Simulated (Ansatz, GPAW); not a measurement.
# KBr with GLLB-SC from a Python script

These are simulated results from GPAW 26.7.0, not measurements. The cell was built from a prototype and was relaxed with r2SCAN in plane waves (Ansatz 0.2.0). Not every such cell is a known phase. All runs are without spin polarisation.

Space group Fm-3m (No. 225), cubic; a = 6.604 Å in the conventional setting, 36.01 Å³ an atom. Around K lie 6 Br at 3.30 Å; around Br lie 6 K at 3.30 Å.

GLLB-SC is a model potential. Its fundamental gap is the Kohn-Sham gap plus a derivative discontinuity, which the script evaluates at the band edges among the listed k points. Its total energy isn't variational and serves nothing here.

run.py reads:

```python
import json
from ase import Atoms
from gpaw import GPAW, PW, FermiDirac

atoms = Atoms(['K', 'Br'],
              cell=[[0.0, 3.302248, 3.302248], [3.302248, 0.0, 3.302248], [3.302248, 3.302248, -0.0]],
              scaled_positions=[[0.0, -0.0, -0.0], [0.5, 0.5, 0.5]],
              pbc=True)
calc = GPAW(mode=PW(400), xc='GLLBSC', kpts={'size': (4, 4, 4), 'gamma': True},
            occupations=FermiDirac(0.02), maxiter=100, legacy_gpaw=True, txt='gpaw.txt')
atoms.calc = calc
res = {'energy': atoms.get_potential_energy(force_consistent=True)}
res['electrons'] = calc.get_number_of_electrons()
res['k'] = calc.get_ibz_k_points().tolist()
res['levels'] = [calc.get_eigenvalues(kpt=i).tolist() for i in range(len(res['k']))]
points = [[0.0, 0.0, 0.0], [0.5, 0.0, 0.5], [0.625, 0.25, 0.625], [0.375, 0.375, 0.75], [0.5, 0.5, 0.5], [0.5, 0.25, 0.75]]
bands = calc.fixed_density(kpts=points, symmetry='off', nbands=round(res['electrons']) // 2 + 6, convergence={'bands': -2}, txt='bands.txt')
res['points'] = [bands.get_eigenvalues(kpt=i).tolist() for i in range(len(points))]
homo, lumo = bands.get_homo_lumo()
potential = calc.hamiltonian.xc.response.calculate_discontinuity_potential(homo, lumo)
res['discontinuity'] = bands.hamiltonian.xc.response.calculate_discontinuity(potential)
json.dump(res, open('results.json', 'w'))
print('free energy (eV):', round(res['energy'], 5))
```

Command: `python run.py`. It took 19 s on 1 thread of Arm Neoverse N1, on a shared host, peak memory 0.16 GiB.

The log gpaw.txt, trimmed of paths, versions and times, then the last line on the terminal. An iter line gives the energy in eV and the logarithms of the changes of orbitals (plane waves alone) and density (c: converged):

```
___ ___ ___ _ _ _
 |   |   |_  | | | |

 | | | | | . | | | |

 |__ |  _|___|_____|  26.7.0
 |___|_|

Input parameters:
  kpts: {gamma: True,
         size: (4, 4, 4)}
  maxiter: 100
  mode: {ecut: 400.0,
         name: pw}
  occupations: {fixmagmom: False,
                name: fermi-dirac,
                width: 0.02}
  xc: GLLBSC

System changes: positions, numbers, cell, pbc, initial_charges, initial_magmoms

Initialize ...

species:
  K:
    name:    Potassium
    Z:       19.0
    valence: 9
    core:    10
    charge:  0.0  # [|e|]
    compensation charges:
      type: gauss
      rc: 0.35  # [Å]
      lmax: 2
    cutoffs:
      filter: 1.91  # [Å]
      core: 1.27  # [Å]
    projectors
    | kind |    occ | energy [eV] | rcut [Å] |

    |------|--------|-------------|----------|

    |   3s |  2.000 |     -35.517 |    1.122 |

    |   4s |  1.000 |      -3.176 |    1.122 |

    |   3p |  6.000 |     -18.819 |    1.106 |

    |    p |        |       8.392 |    1.106 |

    |    d |        |       0.000 |    0.937 |

    Using partial waves for K as LCAO basis

  Br:
    name:    Bromine
    Z:       35.0
    valence: 7
    core:    28
    charge:  0.0  # [|e|]
    compensation charges:
      type: gauss
      rc: 0.35  # [Å]
      lmax: 2
    cutoffs:
      filter: 1.98  # [Å]
      core: 2.38  # [Å]
    projectors
    | kind |    occ | energy [eV] | rcut [Å] |

    |------|--------|-------------|----------|

    |   4s |  2.000 |     -23.401 |    1.111 |

    |   4p |  5.000 |     -11.410 |    1.111 |

    |    s |        |       3.810 |    1.111 |

    |    p |        |      15.801 |    1.111 |

    |    d |        |       0.000 |    1.111 |

    Using partial waves for Br as LCAO basis

Reference energy: -87214.627607  # eV

Spin-paired calculation

Convergence criteria:
 Maximum [total energy] change in last 3 cyles: 0.0005 eV / valence electron
 Maximum integral of absolute [dens]ity change: 0.0001 electrons / valence electron
 Maximum integral of absolute [eigenst]ate change: 4e-08 eV^2 / valence electron
 Maximum number of scf [iter]ations: 100
 (Square brackets indicate name in SCF output, whereas a 'c' in
 the SCF output indicates the quantity has converged.)

Symmetries present (total): 48

  ( 1  0  0)  ( 1  0  0)  ( 1  0  0)  ( 1  0  0)  ( 1  0 -1)  ( 1  0 -1)
  ( 1  0 -1)  ( 1 -1  0)  ( 0  1  0)  ( 0  0  1)  ( 1  0  0)  ( 1 -1  0)
  ( 1 -1  0)  ( 1  0 -1)  ( 0  0  1)  ( 0  1  0)  ( 1 -1  0)  ( 1  0  0)

  ( 1  0 -1)  ( 1  0 -1)  ( 1 -1  0)  ( 1 -1  0)  ( 1 -1  0)  ( 1 -1  0)
  ( 0  1 -1)  ( 0  0 -1)  ( 1  0  0)  ( 1  0 -1)  ( 0 -1  1)  ( 0 -1  0)
  ( 0  0 -1)  ( 0  1 -1)  ( 1  0 -1)  ( 1  0  0)  ( 0 -1  0)  ( 0 -1  1)

  ( 0  1  0)  ( 0  1  0)  ( 0  1  0)  ( 0  1  0)  ( 0  1 -1)  ( 0  1 -1)
  ( 1  0  0)  ( 0  1 -1)  ( 0  0  1)  (-1  1  0)  ( 1  0 -1)  ( 0  1  0)
  ( 0  0  1)  (-1  1  0)  ( 1  0  0)  ( 0  1 -1)  ( 0  0 -1)  (-1  1  0)

  ( 0  1 -1)  ( 0  1 -1)  ( 0  0  1)  ( 0  0  1)  ( 0  0  1)  ( 0  0  1)
  ( 0  0 -1)  (-1  1  0)  ( 1  0  0)  ( 0  1  0)  ( 0 -1  1)  (-1  0  1)
  ( 1  0 -1)  ( 0  1  0)  ( 0  1  0)  ( 1  0  0)  (-1  0  1)  ( 0 -1  1)

  ( 0  0 -1)  ( 0  0 -1)  ( 0  0 -1)  ( 0  0 -1)  ( 0 -1  1)  ( 0 -1  1)
  ( 1  0 -1)  ( 0  1 -1)  ( 0 -1  0)  (-1  0  0)  ( 1 -1  0)  ( 0  0  1)
  ( 0  1 -1)  ( 1  0 -1)  (-1  0  0)  ( 0 -1  0)  ( 0 -1  0)  (-1  0  1)

  ( 0 -1  1)  ( 0 -1  1)  ( 0 -1  0)  ( 0 -1  0)  ( 0 -1  0)  ( 0 -1  0)
  ( 0 -1  0)  (-1  0  1)  ( 1 -1  0)  ( 0  0 -1)  ( 0 -1  1)  (-1  0  0)
  ( 1 -1  0)  ( 0  0  1)  ( 0 -1  1)  (-1  0  0)  ( 1 -1  0)  ( 0  0 -1)

  (-1  1  0)  (-1  1  0)  (-1  1  0)  (-1  1  0)  (-1  0  1)  (-1  0  1)
  ( 0  1  0)  ( 0  1 -1)  (-1  0  1)  (-1  0  0)  ( 0  0  1)  ( 0 -1  1)
  ( 0  1 -1)  ( 0  1  0)  (-1  0  0)  (-1  0  1)  ( 0 -1  1)  ( 0  0  1)

  (-1  0  1)  (-1  0  1)  (-1  0  0)  (-1  0  0)  (-1  0  0)  (-1  0  0)
  (-1  1  0)  (-1  0  0)  ( 0  0 -1)  ( 0 -1  0)  (-1  1  0)  (-1  0  1)
  (-1  0  0)  (-1  1  0)  ( 0 -1  0)  ( 0  0 -1)  (-1  0  1)  (-1  1  0)

64 k-points: 4 x 4 x 4 Monkhorst-Pack grid + [1/8,1/8,1/8]
8 k-points in the irreducible part of the Brillouin zone
       k-points in crystal coordinates                weights
   0:     0.00000000    0.00000000    0.00000000          1/64
   1:     0.25000000    0.25000000    0.00000000          6/64
   2:     0.25000000    0.25000000    0.25000000          8/64
   3:     0.50000000    0.25000000   -0.25000000          6/64
   4:     0.50000000    0.25000000    0.25000000         12/64
   5:     0.50000000    0.50000000    0.00000000          3/64
   6:     0.50000000    0.50000000    0.25000000         24/64
   7:     0.50000000    0.50000000    0.50000000          4/64

Wave functions: Plane wave expansion
  Cutoff energy: 400.000 eV
  Number of coefficients (min, max): 1291, 1323
  Pulay-stress correction: 0.000000 eV/Ang^3 (de/decut=0.000000)
  Using FFTW library
  ScaLapack parameters: grid=1x1, blocksize=None
  Wavefunction extrapolation:
    Improved wavefunction reuse through dual PAW basis

Occupation numbers: Fermi-Dirac:
  width: 0.0200  # eV

Eigensolver
   Davidson(niter=2)

Densities:
  Coarse grid: 24*24*24 grid
  Fine grid: 48*48*48 grid
  Total Charge: 0.000000

Density mixing:
  Method: separate
  Backend: msr1
  Linear mixing parameter: 0.05
  old densities: 10
  Width of damping distribution: 1.1
  Damping of long wavelength oscillations: 20

Hamiltonian:
  XC and Coulomb potentials evaluated on a 48*48*48 grid
  Using the GLLBSC Exchange-Correlation functional
  External potential:
    NoExternalPotential

XC parameters: GLLBSC functional being used consists of
  -----------------------------------------------------------------------
  | Weight | Module     | Description                                   |

  -----------------------------------------------------------------------
  |  1.000 | SCREENING  | GGA_X_PBE_SOL with 2 nearest neighbor stencil |

  |  1.000 | RESPONSE   | eps=0.0500 eV                                 |

  |  1.000 | XC         | GGA_C_PBE_SOL with 2 nearest neighbor stencil |

  -----------------------------------------------------------------------

Memory estimate:
  Process memory now: 112.95 MiB
  Calculator: 12.40 MiB
    Density: 6.59 MiB
      Arrays: 2.74 MiB
      Localized functions: 1.74 MiB
      Mixer: 2.11 MiB
    Hamiltonian: 1.84 MiB
      Arrays: 1.79 MiB
      XC: 0.00 MiB
      Poisson: 0.00 MiB
      vbar: 0.04 MiB
    Wavefunctions: 3.98 MiB
      Arrays psit_nG: 1.45 MiB
      Eigensolver: 0.30 MiB
      Projections: 0.03 MiB
      Projectors: 1.51 MiB
      PW-descriptor: 0.69 MiB

Total number of cores used: 1

Number of atoms: 2
Number of atomic orbitals: 9
Number of bands in calculation: 9
Number of valence electrons: 16
Bands to converge: occupied

... initialized

Initializing position-dependent things.

Density initialized from atomic densities
Creating initial wave functions:
  9 bands from LCAO basis set
Positions:
   0 K      0.000000    0.000000    0.000000    ( 0.0000,  0.0000,  0.0000)
   1 Br     3.302248    3.302248    3.302248    ( 0.0000,  0.0000,  0.0000)

Unit cell:
           periodic     x           y           z      points  spacing
  1. axis:    yes    0.000000    3.302248    3.302248    24     0.1589
  2. axis:    yes    3.302248    0.000000    3.302248    24     0.1589
  3. axis:    yes    3.302248    3.302248   -0.000000    24     0.1589

  Lengths:   4.670084   4.670084   4.670084
  Angles:   60.000000  60.000000  60.000000

Effective grid spacing dv^(1/3) = 0.1734

iter:   1    -8.164727
iter:   2    -7.510266   -1.25  -1.32
iter:   3    -6.972701   -1.59  -1.35
iter:   4    -6.814902   -2.11  -1.42
iter:   5    -6.810173   -2.09  -1.39
iter:   6    -6.675677   -2.69  -1.91
iter:   7    -6.650534   -4.35  -1.89
iter:   8    -6.643693   -3.79  -2.09
iter:   9    -6.644796c  -4.59  -2.69
iter:  10    -6.645384c  -4.82  -2.87
iter:  11    -6.645241c  -6.35  -3.93
iter:  12    -6.644749c  -7.12  -4.03c
iter:  13    -6.644882c  -7.63c -4.44c

Converged after 13 iterations.

Energy contributions relative to reference atoms: (reference = -87214.627607)

Kinetic:        +14.086072
Potential:      -12.051400
External:        +0.000000
XC:              -7.968439
Entropy (-ST):   -0.000000
Local:           -0.711115
SIC:             +0.000000
--------------------------
Free energy:     -6.644882
Extrapolated:    -6.644882

GLLBSC response reference energy: -2.73897 eV (from HOMO)

Showing only first 2 kpts
 Kpt  Band  Eigenvalues  Occupancy
  0     6     -2.73953    2.00000
  0     7     -2.73953    2.00000
  0     8      2.93678    0.00000

  1     6     -2.87464    2.00000
  1     7     -2.87464    2.00000
  1     8      4.33807    0.00000

Fermi level: -1.10630

Gap: 5.676 eV
Transition (v -> c):
  (s=0, k=0, n=7, [0.00, 0.00, 0.00]) -> (s=0, k=0, n=8, [0.00, 0.00, 0.00])
No difference between direct/indirect transitions

free energy (eV): -6.64488
```

The gap in the log is over the mesh alone; results.json adds the listed points. GLLB-SC gives a gap of 8.49 eV (5.676 eV Kohn-Sham over the listed points plus 2.813 eV discontinuity). On the same cell, plane-wave PBE (Ansatz, 6×6×6 k points and the special points) gives a gap of 4.43 eV and r2SCAN a gap of 5.07 eV; on shared hosts these took about 2.4 and 6.9 core-seconds on the 2-atom cell, against 19 for the script. Semilocal gaps usually lie below measured ones.

The runs are scalar-relativistic, without spin-orbit coupling.
